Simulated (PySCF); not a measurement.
# TaSeCl3: geometry, NMR shifts and electronic excitations

What NMR shifts and electronic excitations should TaSeCl3 (`[Cl][Ta]([Cl])([Cl])=[Se]`) show?

Computed with PySCF 2.14.0, with density-fitted response routines of our own, on a single molecule in the gas phase. Atoms count from 0, in the outputs and in this text.

## (1) The molecule as given

5 atoms, charge 0, multiplicity 1; geometry from: GFN2-xTB.

Bonds of the start (Å): Ta0–Se1 2.28, Ta0–Cl2 2.20, Ta0–Cl3 2.20, Ta0–Cl4 2.20.

## (2) Optimising the geometry at PBE0-D3(BJ)/def2-SVP

The job: settings as JSON, then the geometry in Å.

```
{"job": {"xc": "PBE0", "basis": "def2-SVP", "d3": "d3bj", "grid": 1, "maxiter": 40, "kind": "geom"}, "charge": 0, "multiplicity": 1}
Ta     0.000460    -0.000620     0.070650
Se     0.012500    -0.018440     2.349760
Cl     2.008880     0.010680    -0.817770
Cl    -1.014300     1.747640    -0.787770
Cl    -1.007530    -1.739270    -0.814870
```

Standard output:

```text
step   0  E = -3837.95885207  max force = 0.036266
step   1  E = -3837.96911912  max force = 0.011562
step   2  E = -3837.97041827  max force = 0.012252
step   3  E = -3837.97079228  max force = 0.002363
step   4  E = -3837.97082918  max force = 0.000452
step   5  E = -3837.97083221  max force = 0.000277
optimisation converged
```

It took 60 s on 1 thread, shared host.

Along the way:

```
step  energy from step 0 (eV)  largest force component (eV/Å)
   0                   0.0000                          1.8649
   1                  -0.2794                          0.5945
   2                  -0.3147                          0.6300
   3                  -0.3249                          0.1215
   4                  -0.3259                          0.0232
   5                  -0.3260                          0.0142
```

Close pairs (by a distance rule), those that changed most:

```
   bond  before (Å)  after (Å)  change (Å)
Ta0–Cl3       2.196      2.283      +0.087
Ta0–Cl4       2.196      2.283      +0.087
Ta0–Cl2       2.196      2.280      +0.084
Ta0–Se1       2.279      2.272      -0.007
```

The end geometry stands in the next job.

```
                         at the end point                value
  point group (found at 0.08 Å tolerance)                  C3v
rotational constants (GHz, main isotopes)  1.023, 0.745, 0.740
                        dipole moment (D)                 1.00
```

## (3) Nuclear shieldings: PBE0/def2-TZVP+pcSseg-1

The job: settings as JSON, then the geometry in Å.

```
{"job": {"kind": "nmr", "xc": "PBE0", "basis": {"default": "pcSseg-1", "Ta": "def2-TZVP"}}, "charge": 0, "multiplicity": 1}
Ta    -0.004200     0.001484    -0.030150
Se    -0.055317    -0.032163     2.241281
Cl     2.179898     0.008811    -0.684226
Cl    -1.064559     1.897517    -0.733761
Cl    -1.055812    -1.875659    -0.793145
```

With the program's defaults for keys left out, this is: GIAO PBE0/pcSseg-1 Ta:def2-TZVP NMR shielding, scalar relativity only through core potentials, gas phase.

Standard output:

```text
coarse grid: 35160 points
cycle   1  E = -3838.0850866144  dE = -1.982e+01  |g| = 1.290e+00  |ddm| = 6.345e+00
cycle   2  E = -3837.1686215637  dE =  9.165e-01  |g| = 1.939e+00  |ddm| = 2.880e+00
cycle   3  E = -3838.2913352410  dE = -1.123e+00  |g| = 6.180e-01  |ddm| = 2.431e+00
cycle   4  E = -3838.3907014385  dE = -9.937e-02  |g| = 1.150e-01  |ddm| = 5.555e-01
cycle   5  E = -3838.3924280225  dE = -1.727e-03  |g| = 7.986e-02  |ddm| = 1.950e-01
cycle   6  E = -3838.3942180349  dE = -1.790e-03  |g| = 2.136e-02  |ddm| = 9.585e-02
cycle   7  E = -3838.3943137149  dE = -9.568e-05  |g| = 3.382e-03  |ddm| = 2.330e-02
cycle   8  E = -3838.3943165206  dE = -2.806e-06  |g| = 1.675e-03  |ddm| = 4.857e-03
final grid: 63872 points
cycle   9  E = -3838.3943692743  dE =  7.069e-06  |g| = 5.271e-03  |ddm| = 6.348e-03
cycle  10  E = -3838.3942866703  dE =  8.260e-05  |g| = 1.784e-02  |ddm| = 1.985e-02
cycle  11  E = -3838.3943772003  dE = -9.053e-05  |g| = 3.950e-04  |ddm| = 1.525e-02
cycle  12  E = -3838.3943772391  dE = -3.881e-08  |g| = 6.813e-05  |ddm| = 4.475e-04
cycle  13  E = -3838.3943772402  dE = -1.106e-09  |g| = 1.242e-05  |ddm| = 6.947e-05
cycle  14  E = -3838.3943772403  dE = -1.082e-10  |g| = 4.736e-06  |ddm| = 2.963e-05
converged SCF energy = -3838.3943772403

GIAO shielding tensors (ppm)
atom      isotropic    diamagn.    paramagn.     s11        s22        s33       span
  0 Ta         nan         nan         nan        nan        nan        nan        nan
  1 Se    -724.763    3000.683   -3725.447  -2035.283  -2015.258   1876.251   3911.534
  2 Cl     411.418    1148.568    -737.150    -56.261    515.892    774.624    830.885
  3 Cl     413.279    1148.562    -735.283    -54.504    517.156    777.185    831.689
  4 Cl     412.962    1148.564    -735.602    -54.185    515.930    777.140    831.325
```

Wall time 16 s (1 thread, shared host).

The references, computed at this level on geometries of the same kind, shield at (ppm): ⁷⁷Se Me2Se 1770, ³⁵Cl HCl 943. Their shielding less the atom's gives the shift. The references are single molecules in the gas phase. Atoms listed in one row are averaged.

```
        atoms            environment  σ (ppm)  δ (ppm)
          Se1  selenium bonded to Ta     -725     2494
Cl2, Cl3, Cl4  chlorine bonded to Ta      413      531
```

Atoms past Kr carry core potentials, so their printed shieldings have no meaning and are left out of the table.

Charges from the same density, by scheme (e):

```
        atoms  Mulliken  ESP fit
          Ta0      0.78     0.37
          Se1     -0.14    -0.15
Cl2, Cl3, Cl4     -0.21    -0.07
```

Mayer bond orders: Ta0–Se1 2.31, Ta0–Cl2 1.18, Ta0–Cl3 1.18, Ta0–Cl4 1.18.

With diffuse functions Mulliken charges and Mayer bond orders lose their meaning; the other schemes are steadier.

## (4) TDDFT and polarisability: CAM-B3LYP/def2-SVPD

The job: settings as JSON, then the geometry in Å.

```
{"job": {"kind": "uv", "xc": "CAM-B3LYP", "basis": "def2-SVPD", "ip": false, "nstates": 10}, "charge": 0, "multiplicity": 1}
Ta    -0.004200     0.001484    -0.030150
Se    -0.055317    -0.032163     2.241281
Cl     2.179898     0.008811    -0.684226
Cl    -1.064559     1.897517    -0.733761
Cl    -1.055812    -1.875659    -0.793145
```

With the program's defaults for keys left out, this is: TDDFT CAM-B3LYP/def2-SVPD, vertical, gas phase, core orbitals frozen in the response.

Standard output:

```text
coarse grid: 35160 points
cycle   1  E = -3838.4292528921  dE = -1.318e+01  |g| = 1.264e+00  |ddm| = 8.579e+00
cycle   2  E = -3837.8092841117  dE =  6.200e-01  |g| = 1.749e+00  |ddm| = 3.280e+00
cycle   3  E = -3838.8196103505  dE = -1.010e+00  |g| = 1.993e-01  |ddm| = 2.249e+00
cycle   4  E = -3838.8295290868  dE = -9.919e-03  |g| = 5.942e-02  |ddm| = 2.935e-01
cycle   5  E = -3838.8300438997  dE = -5.148e-04  |g| = 2.192e-02  |ddm| = 8.204e-02
cycle   6  E = -3838.8301490306  dE = -1.051e-04  |g| = 7.543e-03  |ddm| = 2.779e-02
cycle   7  E = -3838.8301690537  dE = -2.002e-05  |g| = 2.407e-03  |ddm| = 1.165e-02
cycle   8  E = -3838.8301730484  dE = -3.995e-06  |g| = 5.536e-04  |ddm| = 7.270e-03
final grid: 63872 points
cycle   9  E = -3838.8302215745  dE = -1.799e-07  |g| = 8.032e-04  |ddm| = 2.613e-03
cycle  10  E = -3838.8302208990  dE =  6.755e-07  |g| = 1.837e-03  |ddm| = 2.986e-03
cycle  11  E = -3838.8302218380  dE = -9.390e-07  |g| = 1.717e-04  |ddm| = 1.997e-03
cycle  12  E = -3838.8302218519  dE = -1.396e-08  |g| = 7.873e-05  |ddm| = 3.034e-04
cycle  13  E = -3838.8302218607  dE = -8.835e-09  |g| = 2.587e-05  |ddm| = 3.884e-04
cycle  14  E = -3838.8302218612  dE = -4.675e-10  |g| = 2.138e-06  |ddm| = 8.542e-05
converged SCF energy = -3838.8302218612

Static polarisability (au): isotropic 110.571, principal 102.159 102.623 126.930

Singlet excitations
state   eV       nm        f      main configurations
  1   3.2307    383.8   0.00000   H->L 0.47, H-1->L+1 0.44
  2   3.4749    356.8   0.00426   H->L+1 0.36, H-1->L 0.35, H-1->L+1 0.14
  3   3.4756    356.7   0.00443   H-1->L+1 0.36, H->L 0.35, H->L+1 0.14
  4   3.7637    329.4   0.01697   H-1->L 0.40, H->L+1 0.39, H->L+2 0.08
  5   4.2304    293.1   0.00000   H-1->L+2 0.50, H->L+3 0.43
  6   4.3719    283.6   0.00072   H-2->L+1 0.29, H->L+2 0.19, H-1->L+3 0.18
  7   4.3720    283.6   0.00052   H-2->L 0.31, H->L+3 0.20, H-1->L+2 0.16
  8   4.5433    272.9   0.00022   H-2->L 0.60, H-1->L+3 0.08, H->L+2 0.08
  9   4.5462    272.7   0.00000   H-2->L+1 0.63, H->L+3 0.08
 10   4.5877    270.3   0.00872   H->L+4 0.79, H-1->L+4 0.18

Triplet excitations (Tamm-Dancoff, eV): 2.8211 3.0208 3.0215 3.2237
```

Run time: 27 s. Hardware: 1 thread, shared host.

Frontier orbitals and where they lie:

```
orbital      eV                         atoms
 HOMO−3  -11.33  Cl4 33 %, Cl2 33 %, Cl3 32 %
 HOMO−2  -10.39            Se1 67 %, Ta0 24 %
 HOMO−1   -9.14  Se1 64 %, Ta0 19 %, Cl2 11 %
   HOMO   -9.13  Se1 64 %, Ta0 19 %, Cl3 11 %
   LUMO   -2.09  Ta0 64 %, Cl3 11 %, Se1 11 %
 LUMO+1   -2.09  Ta0 64 %, Se1 11 %, Cl2 10 %
 LUMO+2   -1.11  Ta0 55 %, Se1 22 %, Cl3 10 %
```

With each of the 10 states as a Gaussian band of 0.4 eV half-width at 1/e, the curve within the window shown has maxima at 337 nm (ε 930), 274 nm (ε 420) L/(mol cm). Beyond the last state computed it falls off for lack of states. The curve at chosen wavelengths:

```tsv
nm	ε (L/mol/cm)
254	215
263	349
271	411
280	404
289	384
297	418
306	535
315	699
323	833
332	921
341	924
349	864
358	748
367	609
376	470
384	360
393	256
402	176
410	123
419	80
428	51
436	33
445	20
454	12
462	8
471	4
```

Ground-state properties from the same run:

```
           property  computed
  dipole moment (D)      0.83
polarisability (Å³)     16.38
 HOMO–LUMO gap (eV)      7.04
      −ε(HOMO) (eV)      9.13
```

## (5) NMR shieldings: B3LYP/def2-TZVP+pcSseg-1

The job: settings as JSON, then the geometry in Å.

```
{"job": {"kind": "nmr", "xc": "B3LYP", "basis": {"default": "pcSseg-1", "Ta": "def2-TZVP"}, "pop": false}, "charge": 0, "multiplicity": 1}
Ta    -0.004200     0.001484    -0.030150
Se    -0.055317    -0.032163     2.241281
Cl     2.179898     0.008811    -0.684226
Cl    -1.064559     1.897517    -0.733761
Cl    -1.055812    -1.875659    -0.793145
```

Method: GIAO B3LYP/pcSseg-1 Ta:def2-TZVP NMR shielding, scalar relativity only through core potentials, gas phase.

Standard output:

```text
coarse grid: 35160 points
cycle   1  E = -3838.8495606546  dE = -1.970e+01  |g| = 1.438e+00  |ddm| = 6.339e+00
cycle   2  E = -3837.6875365761  dE =  1.162e+00  |g| = 2.164e+00  |ddm| = 3.222e+00
cycle   3  E = -3839.1274377981  dE = -1.440e+00  |g| = 6.780e-01  |ddm| = 2.747e+00
cycle   4  E = -3839.2449457893  dE = -1.175e-01  |g| = 1.487e-01  |ddm| = 6.306e-01
cycle   5  E = -3839.2485923427  dE = -3.647e-03  |g| = 8.208e-02  |ddm| = 2.179e-01
cycle   6  E = -3839.2503441739  dE = -1.752e-03  |g| = 2.967e-02  |ddm| = 1.029e-01
cycle   7  E = -3839.2505570726  dE = -2.129e-04  |g| = 4.498e-03  |ddm| = 3.463e-02
cycle   8  E = -3839.2505629833  dE = -5.911e-06  |g| = 1.848e-03  |ddm| = 6.804e-03
final grid: 63872 points
cycle   9  E = -3839.2506231823  dE =  1.028e-05  |g| = 6.258e-03  |ddm| = 7.298e-03
cycle  10  E = -3839.2504799357  dE =  1.432e-04  |g| = 2.318e-02  |ddm| = 2.514e-02
cycle  11  E = -3839.2506344220  dE = -1.545e-04  |g| = 6.487e-04  |ddm| = 1.967e-02
cycle  12  E = -3839.2506345282  dE = -1.062e-07  |g| = 1.190e-04  |ddm| = 7.380e-04
cycle  13  E = -3839.2506345315  dE = -3.311e-09  |g| = 1.155e-05  |ddm| = 1.142e-04
cycle  14  E = -3839.2506345316  dE = -4.911e-11  |g| = 4.530e-06  |ddm| = 2.199e-05
converged SCF energy = -3839.2506345316

GIAO shielding tensors (ppm)
atom      isotropic    diamagn.    paramagn.     s11        s22        s33       span
  0 Ta         nan         nan         nan        nan        nan        nan        nan
  1 Se    -793.485    3001.158   -3794.643  -2115.197  -2094.134   1828.876   3944.073
  2 Cl     390.947    1149.084    -758.138    -87.610    508.724    751.727    839.338
  3 Cl     392.496    1149.077    -756.581    -86.433    509.750    754.169    840.602
  4 Cl     392.258    1149.079    -756.820    -85.959    508.560    754.174    840.134
```

Wall time 17 s (1 thread, shared host).

This run: δ Se1 2474, Cl2 539 ppm (means over like atoms).

## (6) Side by side: NMR shifts

Shifts (ppm), means over like atoms, with basis size and wall time:

```
                     run   Se1  Cl2  functions  time
 PBE0/def2-TZVP+pcSseg-1  2494  531        153  16 s
B3LYP/def2-TZVP+pcSseg-1  2474  539        153  17 s
```

## (7) What came out

| quantity | value |
| --- | --- |
| point group | C3v |
| rotational constants (main isotopes) | 1.02, 0.74, 0.74 GHz |
| ⁷⁷Se shifts against Me2Se (PBE0/def2-TZVP+pcSseg-1) | 2494 ppm |
| ³⁵Cl shifts against HCl (PBE0/def2-TZVP+pcSseg-1, means over atoms taken as alike) | 531 ppm |
| lowest singlet (CAM-B3LYP/def2-SVPD) | 3.23 eV (384 nm), f = 0.000 |
| brightest single state of those computed | state 4, 3.76 eV, f = 0.017 |
| lowest triplet | 2.82 eV |
| range of the shift of Se1 | 2474 to 2494 ppm |

What this shows: Over 5 steps the energy fell by 0.326 eV; of the close pairs, Ta0–Cl3 changed most, 2.196 to 2.283 Å. At PBE0/def2-TZVP+pcSseg-1: The widest tensor belongs to Se1: span 3912 ppm, with a paramagnetic part of -3725 ppm. The first singlet state (HOMO→LUMO 0.47, HOMO−1→LUMO+1 0.44) lies at 3.23 eV and is dark; of the 10 states computed, the strongest absorption comes from state 4 at 3.76 eV. The lowest triplet lies 0.41 eV below the lowest singlet (triplets in Tamm-Dancoff, singlets in full TDDFT). Spin-orbit coupling, left out, mixes singlets and triplets in elements this heavy. In ppm, Se1 moves most: its shift spreads over 21 ppm, from 2474 (B3LYP/def2-TZVP+pcSseg-1) to 2494 (PBE0/def2-TZVP+pcSseg-1). Spin-orbit coupling is left out, which matters for shieldings and couplings at and beside the heavy atoms.
